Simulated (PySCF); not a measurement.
# C2H7AlO2 (SMILES C[O][Al]([CH3])[OH]): levels of theory compared

We compute a comparison of 6 runs (MP2/STO-3G, MP2/3-21G, MP2/6-31G, MP2/6-31G*, MP2/6-31G**, MP2/6-311G**) of C2H7AlO2. Input form: a Python script.

The calculation is run with PySCF 2.14.0.

## 1. Starting point

C2H7AlO2: 12 atoms, total charge 0, spin state singlet. SMILES: `C[O][Al]([CH3])[OH]`. The coordinates come from a PBE0-D4/def2-TZVP relaxation. This is one conformer, not always the lowest.

Bond lengths: C1–O2 1.395 Å, O2–Al3 1.690 Å, Al3–C4 1.938 Å, Al3–O5 1.694 Å, C1–H6 1.096 Å, C1–H7 1.098 Å, C1–H8 1.096 Å, C4–H9 1.094 Å, C4–H10 1.092 Å, C4–H11 1.094 Å, O5–H12 0.956 Å. Some angles: C1–O2–Al3 134.5°, O2–Al3–C4 123.0°, O2–Al3–O5 117.2°, C4–Al3–O5 119.8°, O2–C1–H6 110.3°, O2–C1–H7 112.8°, O2–C1–H8 110.3°, Al3–C4–H9 111.4°, Al3–C4–H10 111.3°, Al3–C4–H11 111.3°.

## 2. The energy at MP2/STO-3G (run 1)

Input file run.py:

```python
from pyscf import gto, mp

molecule = gto.M(
    atom='''
C     -2.654498    -0.518352     2.848006
O     -0.411771     0.749087     2.288080
Al     1.506868     0.885148    -0.262105
C      0.853022    -0.972642    -3.350484
O      4.102595     2.747284    -0.044220
H     -4.150028     0.836960     3.310044
H     -3.328564    -1.693195     1.275376
H     -2.392582    -1.751587     4.490367
H     -0.982280    -0.469786    -4.158342
H      2.299230    -0.594508    -4.773259
H      0.816551    -3.011279    -3.008255
H      4.486588     3.688934     1.448853
''',
    max_memory=1860,
    charge=0,
    spin=0,
    basis='sto-3g',
    unit='bohr',
    verbose=3,
)

mf = molecule.RHF()
mf.conv_tol = 1e-10
mf.kernel()
if not mf.converged:
    mf = mf.newton().run(mf.mo_coeff, mf.mo_occ)

pt = mp.MP2(mf, frozen=9).run()
energy = pt.e_tot
print('E(%s) = %.9f' % ('MP2', energy))
```

Run with:

```sh
$ OMP_NUM_THREADS=1 python run.py
```

Output:

```text
converged SCF energy = -465.677229065801
E(RMP2) = -465.874855020374  E_corr = -0.197625954572846
E(SCS-RMP2) = -465.891261083768  E_corr = -0.21403201796752
E(MP2) = -465.874855020
```

Run time: 1 s. Hardware: 1 thread of Arm Neoverse V1, shared host; peak memory 0.12 GiB.

## 3. A single-point energy at MP2/3-21G (run 2)

Input file calc.py:

```python
# C[O][Al]([CH3])[OH]
from pyscf import gto, scf, mp

mol = gto.Mole()
mol.atom = [
    ('C', (-1.404700, -0.274300, 1.507100)),
    ('O', (-0.217900, 0.396400, 1.210800)),
    ('Al', (0.797400, 0.468400, -0.138700)),
    ('C', (0.451400, -0.514700, -1.773000)),
    ('O', (2.171000, 1.453800, -0.023400)),
    ('H', (-2.196100, 0.442900, 1.751600)),
    ('H', (-1.761400, -0.896000, 0.674900)),
    ('H', (-1.266100, -0.926900, 2.376200)),
    ('H', (-0.519800, -0.248600, -2.200500)),
    ('H', (1.216700, -0.314600, -2.525900)),
    ('H', (0.432100, -1.593500, -1.591900)),
    ('H', (2.374200, 1.952100, 0.766700)),
]
mol.max_memory = 1860
mol.spin = 0
mol.basis = '3-21g'
mol.verbose = 3
mol.build()

myscf = scf.RHF(mol)
myscf.conv_tol = 1e-10
myscf.kernel()
if not myscf.converged:
    myscf = myscf.newton().run(myscf.mo_coeff, myscf.mo_occ)

pt = mp.MP2(myscf, frozen=9).run()
e_final = pt.e_tot
print(f'total energy: {e_final:.8f} hartree')
```

Run with:

```sh
$ OMP_NUM_THREADS=1 python calc.py
```

Output:

```text
converged SCF energy = -468.984188635756
E(RMP2) = -469.431028544464  E_corr = -0.446839908707601
E(SCS-RMP2) = -469.431760098409  E_corr = -0.447571462652851
total energy: -469.43102854 hartree
```

Wall time 1.9 s (1 thread of Arm Neoverse V1, shared host); peak memory 0.14 GiB.

Runs 3 to 4 aren't shown in full; the table further down has their settings and results.

## 4. A single-point energy at MP2/6-31G(d,p) (spherical functions) (run 5)

Input file run.py:

```python
from pyscf import gto, scf, mp

mol = gto.M(
    atom='''
C       -1.404700      -0.274300       1.507100
O       -0.217900       0.396400       1.210800
Al       0.797400       0.468400      -0.138700
C        0.451400      -0.514700      -1.773000
O        2.171000       1.453800      -0.023400
H       -2.196100       0.442900       1.751600
H       -1.761400      -0.896000       0.674900
H       -1.266100      -0.926900       2.376200
H       -0.519800      -0.248600      -2.200500
H        1.216700      -0.314600      -2.525900
H        0.432100      -1.593500      -1.591900
H        2.374200       1.952100       0.766700
''',
    basis='6-31g**',
    max_memory=1860,
    spin=0,
    verbose=3,
    charge=0,
)

calc0 = scf.RHF(mol)
calc0.conv_tol = 1e-10
calc0.kernel()
if not calc0.converged:
    calc0 = calc0.newton().run(calc0.mo_coeff, calc0.mo_occ)

pt = mp.MP2(calc0, frozen=9).run()
etot = pt.e_tot
print('E = %.10f Eh' % etot)
```

Run with:

```sh
$ OMP_NUM_THREADS=1 python run.py
```

Output:

```text
converged SCF energy = -471.554336617084
E(RMP2) = -472.265214904317  E_corr = -0.710878287233071
E(SCS-RMP2) = -472.258051376576  E_corr = -0.703714759492472
E = -472.2652149043 Eh
```

It took 4.5 s on 1 thread of Arm Neoverse V1, shared host; peak memory 0.32 GiB.

## 5. The energy at MP2/6-311G(d,p) (run 6)

Input file calc.py:

```python
from pyscf import gto, scf, mp

mol = gto.M(
    atom='''
C   -1.404700  -0.274300   1.507100
O   -0.217900   0.396400   1.210800
Al   0.797400   0.468400  -0.138700
C    0.451400  -0.514700  -1.773000
O    2.171000   1.453800  -0.023400
H   -2.196100   0.442900   1.751600
H   -1.761400  -0.896000   0.674900
H   -1.266100  -0.926900   2.376200
H   -0.519800  -0.248600  -2.200500
H    1.216700  -0.314600  -2.525900
H    0.432100  -1.593500  -1.591900
H    2.374200   1.952100   0.766700
''',
    max_memory=1860,
    spin=0,
    verbose=4,
    basis='6-311g**',
)

mf = scf.RHF(mol)
mf.conv_tol = 1e-10
mf.kernel()
if not mf.converged:
    mf = mf.newton().run(mf.mo_coeff, mf.mo_occ)

pt = mp.MP2(mf, frozen=9).run()
energy = pt.e_tot
print(f'total energy: {energy:.8f} hartree')
```

Run with:

```sh
$ OMP_NUM_THREADS=1 python calc.py
```

Output:

```text
PySCF version 2.14.0

[... 68 lines left out ...]
converged SCF energy = -471.62985822514
[... 1 line left out ...]
******** <class 'pyscf.mp.mp2.RMP2'> ********
nocc = 15, nmo = 131
frozen orbitals 9
E(RMP2) = -472.399360722099  E_corr = -0.769502496958908
E(SCS-RMP2) = -472.390967426222  E_corr = -0.761109201081874
E_corr(same-spin) = -0.187262071464018
E_corr(oppo-spin) = -0.58224042549489
total energy: -472.39936072 hartree
```

Run time: 8.4 s. Hardware: 1 thread of Arm Neoverse V1, shared host; peak memory 0.63 GiB.

## 6. The series

| run | level | energy (Eh) | dipole moment (D) of the reference | HOMO energy (eV) | LUMO energy (eV) | wall time |
| --- | --- | --- | --- | --- | --- | --- |
| 1 | MP2/STO-3G | -465.874855 | 0.73 | -8.05 | 10.14 | 1 s |
| 2 | MP2/3-21G | -469.431029 | 1.80 | -11.22 | 3.47 | 1.9 s |
| 3 | MP2/6-31G | -471.895079 | 2.16 | -11.48 | 3.03 | 2 s |
| 4 | MP2/6-31G* (spherical functions) | -472.203831 | 1.51 | -11.44 | 3.23 | 2.7 s |
| 5 | MP2/6-31G** (spherical functions) | -472.265215 | 1.50 | -11.42 | 3.23 | 4.5 s |
| 6 | MP2/6-311G** | -472.399361 | 1.52 | -11.51 | 2.55 | 8.4 s |

## 7. What came out

```
                                          quantity          value
                               run 6: total energy  -472.39936 Eh
       run 6: dipole moment (Hartree–Fock density)         1.52 D
        run 6: HOMO energy (Hartree–Fock orbitals)      -11.51 eV
        run 6: LUMO energy (Hartree–Fock orbitals)        2.55 eV
      run 6: HOMO–LUMO gap (Hartree–Fock orbitals)       14.05 eV
run 6: correlation energy (9 core orbitals frozen)     -769.5 mEh
```

In run 1 the basis is minimal, so the values are rough. All runs together took 21 s, the longest 8.4 s.
